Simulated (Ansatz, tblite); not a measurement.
**The cluster Zn₃S₃: removing and adding an electron**

The task here is to estimate one member of a computed series from the others.

Method: as each input shows; program: Ansatz 0.2.0, Gaussian basis.

Levels to be run: charge +1 doublet, at the geometry of the singlet (PBE0-D4/def2-TZVP, PBE-D4/def2-TZVP, BHLYP-D4/def2-TZVP, CCSD(T)/def2-SVP); charge -1 doublet, at the geometry of the singlet (PBE0-D4/def2-TZVPD, PBE-D4/def2-TZVPD, BHLYP-D4/def2-TZVPD); the starting singlet's energies come from earlier runs.

2 further runs of the same task are left out: 2 set aside as unsound or not needed.

### The structure

The geometry is that of the singlet, from an earlier relaxation (PBE0-D4/def2-SVP). At that level it is the lowest of the isomers that a small search found.

6 atoms, charge 0, spin multiplicity 1.

Atoms are counted from 1 here; the program's logs count them from 0.

Bond lengths: Zn1–S4 2.185 Å, Zn1–S5 2.185 Å, Zn2–S5 2.185 Å, Zn2–S6 2.185 Å, Zn3–S4 2.185 Å, Zn3–S6 2.185 Å. Angles: S4–Zn1–S5 158.8°, S5–Zn2–S6 158.8°, S4–Zn3–S6 158.8°, Zn1–S4–Zn3 81.2°, Zn1–S5–Zn2 81.2°, Zn2–S6–Zn3 81.2°.

As a file:

```xyz
6
S3Zn3
Zn   -1.6382    0.1169    0.0095
Zn    0.7177   -1.4768   -0.0354
Zn    0.9204    1.3599    0.0259
S    -1.0838    2.2301    0.0535
S    -1.3900   -2.0536   -0.0402
S     2.4738   -0.1765   -0.0133
```

The first run:

in.yaml

```yaml
crystal:
  periodic: [false, false, false]
  atoms:
    - {symbol: Zn, position_ang: [-1.638197, 0.116859, 0.009533]}
    - {symbol: Zn, position_ang: [0.717727, -1.476799, -0.035373]}
    - {symbol: Zn, position_ang: [0.920444, 1.359944, 0.025892]}
    - {symbol: S, position_ang: [-1.083831, 2.230125, 0.053454]}
    - {symbol: S, position_ang: [-1.389963, -2.053639, -0.040235]}
    - {symbol: S, position_ang: [2.473820, -0.176490, -0.013271]}
basis:
  gaussian: {orbitals: def2-TZVP}
total_charge: 1
magnetization: {spin_polarized: true, initial_magnetization: 1}
hamiltonian: {xc: pbe0, dispersion: d4}
scf: {omitted_lower_state_checks: [starts]}
output: {orbitals: {seedname: orbitals}}
```

The run is started by

```console
$ ansatz run in.yaml --threads 4 --pin off --events-out ev --progress --plain --max-ram 8704MiB
```

Among the steps run: Charge +1 doublet at the fixed geometry, PBE0-D4/def2-TZVP; Charge +1 doublet at the fixed geometry, PBE-D4/def2-TZVP; Charge +1 doublet at the fixed geometry, BHLYP-D4/def2-TZVP; Charge +1 doublet at the fixed geometry, CCSD(T)/def2-SVP.

One table of the session follows, with a row left open; its other results are not shown here.

It belongs to the step «Vertical ionisation energy». 

```
            method  vertical ionisation energy (eV)
       HF/def2-SVP                             8.12
  PBE-D4/def2-TZVP                             8.58
 PBE0-D4/def2-TZVP                                ?
BHLYP-D4/def2-TZVP                             9.05
      MP2/def2-SVP                             8.80
     CCSD/def2-SVP                             8.61
  CCSD(T)/def2-SVP                             8.57
```

Q: Estimate the row for PBE0-D4/def2-TZVP from the others.

**Answer.** vertical ionisation energy (eV): 8.96. In the column «vertical ionisation energy (eV)» it lies between MP2/def2-SVP (8.80) and BHLYP-D4/def2-TZVP (9.05).

To keep in mind: The anion's highest level is positive in at least one run, so there the basis alone may hold the extra electron.
